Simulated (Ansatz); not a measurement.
Crystal: TiSeS.

```
CELL_PARAMETERS angstrom
3.48827 0.00000 0.00000
-1.74413 3.02093 0.00000
0.00000 0.00000 6.18189
ATOMIC_POSITIONS crystal
Se 0.66667 0.33333 0.24321
Ti 0.33333 0.66667 0.98598
S 0.00000 0.00000 0.77081
```

The cell comes from a database or a generator and needn't be the stable form of this composition.

```yaml
Program: Ansatz 0.2.0
Task: relaxation of cell and atoms
Functional: PBE
Potentials_or_basis: Ansatz PAW
Cutoff: "420 eV (not typed: the program's choice for these potentials)"
k_mesh: 9 × 9 × 5
Occupations: fermi-dirac, width 0.05 eV
Spin: no spin polarisation
```

At the start: volume 21.71 Å³/atom.

Q: Where does the relaxation end?

A: It ends after 11 steps and the volume is 23.42 Å³/atom (+7.9 %); space group P3m1 (No. 156, to 0.05 Å).

Step by step:
```
step  energy change (eV)  largest force (eV/Å)  volume (Å³)
   1              0.0000                0.2524        65.14
   2             -0.0025                0.2417        65.05
   3             -0.0089                0.0315        66.10
   4             -0.0106                0.0224        67.07
   5             -0.0115                0.0085        67.59
   6             -0.0123                0.0071        68.89
   7             -0.0123                0.0030        69.28
   8             -0.0129                0.0028        69.28
   9             -0.0130                0.0034        69.84
  10             -0.0130                0.0007        70.27
  11             -0.0131                0.0007        70.27
```

Final structure:
```
CELL_PARAMETERS angstrom
3.47414 0.00000 0.00000
-1.73707 3.00870 0.00000
0.00000 0.00000 6.72273
ATOMIC_POSITIONS crystal
Se 0.66667 0.33333 0.22774
Ti 0.33333 0.66667 0.98582
S 0.00000 0.00000 0.78644
```

Caveat: the plane-wave basis is chosen anew once the cell has moved, so the energies of steps on either side of that aren't comparable; this functional lacks dispersion, which binds the layers, so the pressure and a relaxed spacing across them are unreliable.
